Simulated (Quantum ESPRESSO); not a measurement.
Crystal: In3As.

```
CELL_PARAMETERS angstrom
4.67168 0.00000 0.00000
0.00000 4.67168 0.00000
0.00000 0.00000 4.67168
ATOMIC_POSITIONS crystal
In 0.50000 0.50000 0.00000
In 0.50000 0.00000 0.50000
In 0.00000 0.50000 0.50000
As 0.00000 0.00000 0.00000
```

The cell comes from a database or a generator and needn't be the stable form of this composition.

Base run:

- Program: Quantum ESPRESSO 7.5
- Functional: PBE
- Potentials or basis: SSSP 1.3 efficiency PBE
- Cutoff: 748 eV
- Density cutoff: 5987 eV
- k mesh: 6 × 6 × 6
- Occupations: fermi-dirac, width 0.05 eV
- Spin: no spin polarisation

Its results: band gap on the k mesh none (metal or under the smearing width); pressure 0.5 GPa.

Question: The run is repeated on the same cell with these changes: potentials or basis from SSSP 1.3 efficiency PBE to PseudoDojo 0.4.1 SR PBE standard; cutoff from 748 eV to 1143 eV; density cutoff from 5987 eV to 4572 eV; k mesh from 6 × 6 × 6 to 5 × 5 × 5; valence electrons from 44 to 54. What comes out?

Answer: Band gap on the k mesh none (metal or under the smearing width); pressure 1.0 GPa.

Caveats: the Wannier minimisation didn't converge (some runs).

Not every run made on this cell is shown here.
